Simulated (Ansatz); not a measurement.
# C2H6Sb, SMILES C[CH2][SbH]: a rigid scan of one bond length

Computed with Ansatz 0.2.0, Python API.

The cells in order, each with its output:

```python
import ansatz as az
import numpy as np
```

```python
c2h6sb = (
    az.Crystal.molecule()
    .atom("C", (-0.5022, 0.5839, -0.8323))
    .atom("C", (0.3751, -0.2502, -0.0215))
    .atom("Sb", (-0.4122, -0.4526, 1.985))
    .atom("H", (-1.4875, 0.1825, -0.8924))
    .atom("H", (-0.1521, 0.7216, -1.894))
    .atom("H", (-0.6246, 1.6537, -0.3881))
    .atom("H", (1.4166, 0.2124, 0.0218))
    .atom("H", (0.4925, -1.2368, -0.4902))
    .atom("H", (0.9829, -1.4607, 2.4945))
)
```

```python
symbols = [site.symbol for site in c2h6sb.cartesian_sites]
start = np.array([site.position_ang for site in c2h6sb.cartesian_sites])
axis = (start[6] - start[1]) / np.linalg.norm(start[6] - start[1])
moving = [6]
lengths, energies = [1.004, 1.049, 1.095, 1.14, 1.186, 1.232, 1.277, 1.346], []
for length in lengths:
    xyz = start.copy()
    xyz[moving] += (length - np.linalg.norm(start[6] - start[1])) * axis
    point = az.Crystal.molecule()
    for symbol, place in zip(symbols, xyz):
        point = point.atom(symbol, place.tolist())
    calc = (
        point.calculation()
        .basis(gaussian="def2-SVP")  # the orbital basis, by name
        .functional("b3lyp")
        .spin("collinear", total=1)  # two spin channels
        .accuracy("medium")  # preset for grids and thresholds
    )
    data = calc.run().report
    energies.append(data["free_energy_ev"])
    print(f"r = {length:6.3f} A  E = {energies[-1]:.5f} eV  <S^2> = {abs(data['mean_field']['state']['spin_squared']):.3f}")

# quartic fit about the minimum
fit = np.polynomial.Polynomial.fit(lengths, np.array(energies) - min(energies), 4).convert()
roots = [r.real for r in fit.deriv().roots() if abs(r.imag) < 1e-9 and fit.deriv(2)(r.real) > 0]
r_e = min(roots, key=lambda r: abs(r - lengths[int(np.argmin(energies))]))
print(f"minimum of the fit at {r_e:.4f} A, force constant {fit.deriv(2)(r_e):.2f} eV/A^2")
```

    r =  1.004 A  E = -8708.97097 eV  <S^2> = 0.753
    r =  1.049 A  E = -8709.11251 eV  <S^2> = 0.753
    r =  1.095 A  E = -8709.16476 eV  <S^2> = 0.753
    r =  1.140 A  E = -8709.14632 eV  <S^2> = 0.753
    r =  1.186 A  E = -8709.07338 eV  <S^2> = 0.753
    r =  1.232 A  E = -8708.95930 eV  <S^2> = 0.753
    r =  1.277 A  E = -8708.81826 eV  <S^2> = 0.753
    r =  1.346 A  E = -8708.56319 eV  <S^2> = 0.753
    minimum of the fit at 1.1038 A, force constant 32.30 eV/A^2

Notes:
- The settings weren't tested for convergence.
- The rest of the molecule is held rigid at a force-field or estimated start geometry, and the basis set is modest; single-reference methods fail as a bond breaks.
- def2 sets replace the cores of elements past krypton by effective core potentials.
- The species is open-shell (spin multiplicity 2).
- b3lyp holds the VWN-RPA fit, as in Gaussian; the form of ORCA and Turbomole is b3lyp5.
- Spin-orbit coupling of the heavy open-shell atom is left out.
- Finished in 45 s on 1 thread of Arm Neoverse V1 (shared host), peak memory 0.28 GiB.

(Lines on the test bed's own set-up are left out of the output.)
